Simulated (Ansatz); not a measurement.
C3H8OSi, SMILES C[SiH2]C(C)=O, a geometry optimisation

Program: Ansatz 0.2.0, Python API.

Run as a notebook:

**Cell 1**
```python
from dataclasses import dataclass
import warnings

import ansatz
import numpy as np


@dataclass(frozen=True)
class RunConfig:
    basis: str = "cc-pVDZ"
    functional: str = "pbe0"
    vdw: str = "d4"
```

**Cell 2**
```python
cfg = RunConfig()
```

**Cell 3**
```python
warnings.simplefilter("ignore", ansatz.DeckWarning)
```

**Cell 4**
```python
geometry_ang = [
    ("C", (-0.4336, 1.3904, -1.6424)),
    ("Si", (-0.5357, 0.6519, 0.0222)),
    ("C", (0.5538, -0.8554, 0.1545)),
    ("C", (0.7091, -1.5694, 1.4772)),
    ("O", (1.2307, -1.1913, -0.8398)),
    ("H", (0.5297, 1.7837, -1.9061)),
    ("H", (-1.1147, 2.3094, -1.6974)),
    ("H", (-0.7655, 0.7478, -2.4338)),
    ("H", (-1.9333, 0.2954, 0.3848)),
    ("H", (-0.1455, 1.6711, 1.0668)),
    ("H", (-0.3659, -1.964, 1.7588)),
    ("H", (1.0163, -0.9045, 2.2842)),
    ("H", (1.2751, -2.3998, 1.3859)),
]
system = ansatz.Crystal.molecule()
for symbol, xyz in geometry_ang:
    system = system.atom(symbol, xyz)
```

**Cell 5**
```python
setup = system.calculation()
setup = setup.basis(gaussian=cfg.basis).functional(cfg.functional, dispersion=cfg.vdw)
symbols = [site.symbol for site in system.cartesian_sites]
start = np.array([site.position_ang for site in system.cartesian_sites], dtype=float)
def progress(event):
    if event["event"] == "relax_step":
        row = event["data"]
        print(f"step {row['step']:3d}  E = {row['lagrangian_ev']:.6f} eV  largest force component {row['allowed_force_max_ev_ang']:.4f} eV/A")
```

**Cell 6**
```python
rep = setup.relax(force_tolerance=0.01).session().plan().execute(on_event=progress).report
end = np.array(rep["positions_ang"])
```
Output:
```text
step   1  E = -13156.408588 eV  largest force component 4.6507 eV/A
step   2  E = -13156.800457 eV  largest force component 1.6049 eV/A
step   3  E = -13156.859276 eV  largest force component 0.5920 eV/A
step   4  E = -13156.900408 eV  largest force component 0.2677 eV/A
step   5  E = -13156.904919 eV  largest force component 0.0852 eV/A
step   6  E = -13156.905538 eV  largest force component 0.0868 eV/A
step   7  E = -13156.905656 eV  largest force component 0.0361 eV/A
step   8  E = -13156.905903 eV  largest force component 0.0063 eV/A
```

**Cell 7**
```python
print("reference energy %16.6f eV" % rep["reference_energy_ev"])
print("total energy     %16.6f eV" % rep["free_energy_ev"])
print("occupied orbitals outside the frozen core (up, down):", rep["n_occupied"], " frozen:", rep["n_frozen"], " virtual:", rep["n_virtual"])
```
Output:
```text
reference energy    -13156.691260 eV
total energy        -13156.905932 eV
occupied orbitals outside the frozen core (up, down): [24, 24]  frozen: 0  virtual: [90, 90]
```

**Cell 8**
```python
print("final positions (A) and the move of each atom")
for symbol, xyz, old in zip(symbols, end, start):
    print(f"{symbol:2s} {xyz[0]:10.5f} {xyz[1]:10.5f} {xyz[2]:10.5f}   {np.linalg.norm(xyz - old):7.4f}")
```
Output:
```text
final positions (A) and the move of each atom
C    -0.45658    1.42450   -1.66700    0.0479
Si   -0.59359    0.74327    0.07418    0.1200
C     0.56854   -0.81725    0.17581    0.0461
C     0.67032   -1.60837    1.45340    0.0599
O     1.19800   -1.11867   -0.81945    0.0822
H     0.59036    1.68542   -1.88196    0.1180
H    -1.08277    2.31882   -1.80257    0.1103
H    -0.76760    0.65772   -2.39204    0.0993
H    -1.99685    0.32604    0.41795    0.0779
H    -0.15759    1.73803    1.11420    0.0829
H    -0.32539   -1.98898    1.73546    0.0530
H     1.00031   -0.95092    2.27472    0.0500
H     1.37334   -2.44432    1.33220    0.1205
```

**Cell 9**
```python
charges = rep["charge_distribution"]
print("dipole moment", round(4.803205 * float(np.linalg.norm(charges["dipole_moment_e_ang"])), 3), "D")
print("Mulliken:", [(s, round(q, 3)) for s, q in zip(symbols, charges["mulliken_charges_e"])])
```
Output:
```text
dipole moment 1.64 D
Mulliken: [('C', -0.26), ('Si', 0.273), ('C', -0.055), ('C', -0.059), ('O', -0.218), ('H', 0.077), ('H', 0.069), ('H', 0.076), ('H', -0.052), ('H', -0.052), ('H', 0.072), ('H', 0.071), ('H', 0.059)]
```

What to keep in mind:
- Total energies depend on the basis set; only differences at equal settings carry meaning.
- The end point is the stationary point reached from this start; no frequency run checks that it is a minimum, and the basis set is modest.
- Total less reference energy is the dispersion correction.
- Timing: 46 s on 1 thread of Arm Neoverse V2, on a shared host, peak memory 0.33 GiB.
